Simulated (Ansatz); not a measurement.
Predict the output of the script below (the Ansatz DFT code, driven from Python).

The script, `tlau3_formation.py`:
```python
# -*- coding: utf-8 -*-
'''Is TlAu3 bound against its elements, after relaxing atoms and volume at fixed cell shape.'''

from collections import Counter
from dataclasses import dataclass

import ansatz as az
import numpy as np
from tabulate import tabulate


@dataclass(frozen=True)
class RunConfig:
    xc: str = 'PBEsol'
    tolerance: float = 1e-10
    ecut: int = 520
    kspacing: float = 0.15
    filling: str = 'fermi_dirac'
    width_ev: float = 0.1


settings = RunConfig()

PHASES = {
    'TlAu3': (
        [(4.326075, 0.0, 0.0), (0.0, 4.326075, 0.0), (0.0, 0.0, 4.326075)],
        [
            ('Tl', (0.0, 0.0, 0.0)),
            ('Au', (0.0, 0.5, 0.5)),
            ('Au', (0.5, 0.0, 0.5)),
            ('Au', (0.5, 0.5, 0.0)),
        ],
    ),
    'Tl': (
        [(3.456, 0.0, 0.0), (-1.728, 2.9929838, 0.0), (0.0, 0.0, 5.525)],
        [
            ('Tl', (1 / 3, 2 / 3, 0.25)),
            ('Tl', (2 / 3, 1 / 3, 0.75)),
        ],
    ),
    'Au': (
        [(0.0, 2.035, 2.035), (2.035, 0.0, 2.035), (2.035, 2.035, 0.0)],
        [
            ('Au', (0.0, 0.0, 0.0)),
        ],
    ),
}


def build(vectors, sites):
    crystal = az.Crystal(lattice=az.Lattice.of(vectors))
    for symbol, position in sites:
        crystal = crystal.atom(symbol, position)
    return crystal


def ground_state(name, crystal):
    calc = crystal.calculation()
    calc = calc.functional(settings.xc).scf(tolerance=settings.tolerance)
    calc = calc.basis(settings.ecut)
    calc = calc.kpoints(spacing=settings.kspacing)
    calc = calc.occupations(settings.filling, width=settings.width_ev)
    calc = calc.stress()
    calc = calc.relax(force_tolerance=0.02, max_steps=40, fix_cell=['shape'])
    return calc.run(threads=1)


def counts(outcome):
    return Counter(site.symbol for site in outcome.lattice.sites)

def formation_energy(outcome, mu):
    n = counts(outcome)
    return (outcome.report['energy_sigma0_ev'] - sum(k * mu[element] for element, k in n.items())) / sum(n.values())


def volume_per_atom(outcome):
    return abs(np.linalg.det(outcome.lattice.cell_ang)) / len(outcome.lattice.sites)

phases = {name: build(*cell) for name, cell in PHASES.items()}

done = {name: ground_state(name, crystal) for name, crystal in phases.items()}

# energy of one atom in its reference phase
references = {'Tl': 'Tl', 'Au': 'Au'}
mu = {element: done[name].report['energy_sigma0_ev'] / len(done[name].lattice.sites) for element, name in references.items()}

target = done['TlAu3']
heat = formation_energy(target, mu)
rows = [(name, len(o.lattice.sites), volume_per_atom(o), formation_energy(o, mu)) for name, o in done.items()]
print(tabulate(rows, headers=['phase', 'atoms', 'V (A^3/atom)', 'E_form (eV/atom)'], floatfmt='.4f', tablefmt='rst'))
```

```console
$ python tlau3_formation.py
=======  =======  ==============  ==================
phase      atoms    V (A^3/atom)    E_form (eV/atom)
=======  =======  ==============  ==================
TlAu3          4         18.6731              0.1081
Tl             2         28.6113              0.0000
Au             1         17.0211              0.0000
=======  =======  ==============  ==================
```

Reading the output:
- Atoms and volume are relaxed with the cell's shape held, which in cells of lower than cubic symmetry can hide stresses and shift volumes.
- Spin-orbit coupling, which matters for elements this heavy, is left out.
- The cells come from databases of deposited and of computed structures, and not all need be stable phases.
- The compound is the structure given, not necessarily its lowest; energies are at zero temperature, with no correction for gases. A semilocal functional's error on such energies is often 0.05 to 0.1 eV an atom, and 0.1 to 0.3 eV against gases such as O2 or F2.
- Run time: 100 s on 1 thread of Arm Neoverse V2, on a shared host, peak memory 0.57 GiB.
